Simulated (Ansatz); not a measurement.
Geometry optimisation, DFT PBE-D3(BJ), scalar-relativistic, plane waves, PAW (Ansatz 0.2.0).

Input:

```yaml
crystal:
  lattice:
    - [-3.351, -5.804102, 0.0]
    - [5.0265, -2.902051, 0.0]
    - [0.0, 0.0, 5.226]
  atoms:
    - { symbol: Zn, position: [0.49987, 0.6664903, 0.49441] }
    - { symbol: O, position: [0.5041621, 0.3234451, 0.3745385] }
    - { symbol: O, position: [0.5027392, 0.6781703, 0.883432] }
    - { symbol: Zn, position: [0.2589144, 0.8345366, 0.0037698] }
    - { symbol: Zn, position: [0.2474019, 0.1565573, 0.5104898] }
    - { symbol: O, position: [0.2475267, 0.8223599, 0.3782921] }
    - { symbol: O, position: [0.243786, 0.1594196, 0.8777115] }
    - { symbol: Zn, position: [0.0005171, 0.338624, -0.0010704] }
    - { symbol: Zn, position: [-0.0001431, 0.664804, 0.5012859] }
    - { symbol: O, position: [-0.0005608, 0.333064, 0.397503] }
    - { symbol: O, position: [-0.0052523, 0.6640238, 0.8712289] }
    - { symbol: Zn, position: [0.7545098, 0.8281645, 0.0017118] }
    - { symbol: Zn, position: [0.7499039, 0.1624807, 0.4950318] }
    - { symbol: O, position: [0.7437385, 0.8399432, 0.3626733] }
    - { symbol: O, position: [0.757855, 0.1681142, 0.8746014] }
basis:
  ecutwfc: 420.0
kpoints:
  mp_grid: { grid: [2, 2, 2] }
hamiltonian:
  xc: pbe
  dispersion: d3bj
  pseudopotentials: { kind: paw, azcp: { folder: soft_1 } }
scf:
  occupations: { method: gaussian, width: 0.02 }
  lower_state_search: "off"
relax:
  f_tol: 0.03
  max_steps: 60
  adjacent_minimum: "off"
```

Command:

```bash
$ ansatz run input.yaml --threads 1 --pin off --max-ram 3072MiB --backend cpu --events-out ev --progress --plain --runs-dir out
```

Question: Where does it end, and by what steps?

Answer: The run converged. Limits of this set-up: coarse k mesh, no spin, though dangling bonds at a vacancy may carry it, a small cell, in which the defect meets its images. After 4 steps the energy has fallen by 0.782 eV; O2 moved furthest, 0.26 Å.

| step | energy less start (eV) | largest force component (eV/Å) | accepted |
| --- | --- | --- | --- |
| 0 | 0.0000 | 1.273 | yes |
| 1 | -0.4418 | 0.897 | yes |
| 2 | -0.7630 | 0.333 | yes |
| 3 | -0.7806 | 0.060 | yes |
| 4 | -0.7825 | 0.009 | yes |

```xyz
15
Lattice="-3.3510 -5.8041 0.0000 5.0265 -2.9021 0.0000 0.0000 0.0000 5.2260" Properties=species:S:1:pos:R:3
Zn 1.630 -4.814 2.601
O -0.017 -3.861 2.215
O 1.924 -4.983 4.521
Zn 3.344 -3.871 -0.034
Zn -0.013 -1.961 2.616
O 3.338 -3.860 1.971
O 0.007 -1.641 4.534
Zn 1.670 -0.966 0.003
Zn 3.354 -1.940 2.593
O 1.677 -0.971 1.992
O 3.303 -1.910 4.615
Zn 1.670 -6.770 -0.034
Zn -1.661 -4.815 2.615
O 1.657 -6.769 1.972
O -1.926 -4.992 4.534
```

Time of the run: 52 s on 1 thread of Arm Neoverse V2, on a shared host, peak memory 0.46 GiB.
